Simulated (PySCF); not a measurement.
# C2H4GaO: the cost of one run

Computed with PySCF 2.14.0 and routines of our own; the level stands in each step. Atoms count from 0.

## 1. The system as given

8 atoms, charge -1, multiplicity 1; geometry from: GFN2-xTB.

## 2. Optimising the geometry at PBE0-D3(BJ)/def2-SVP

The job: settings as JSON, then the geometry in Å.

```
{"job": {"xc": "PBE0", "basis": "def2-SVP", "d3": "d3bj", "grid": 1, "kind": "geom"}, "charge": -1, "multiplicity": 1}
C      1.105220    -0.316406     0.035938
C      0.564074     0.913124    -0.016315
Ga    -1.164901    -0.053297    -0.034451
O      0.260475    -1.374176     0.041049
H      2.170710    -0.585245     0.076107
H      1.202265     1.797119    -0.022238
H     -2.033518    -0.222779    -1.335734
H     -2.095267    -0.148928     1.231077
```

Command:

```bash
> OMP_NUM_THREADS=1 python excited_run.py task.json out
```

This one command runs all jobs of the session in turn.

Q: Estimate the wall time and peak memory of this first job on 1 thread of Arm Neoverse V1, shared host.

About 15 s, with a peak of 0.47 GiB.
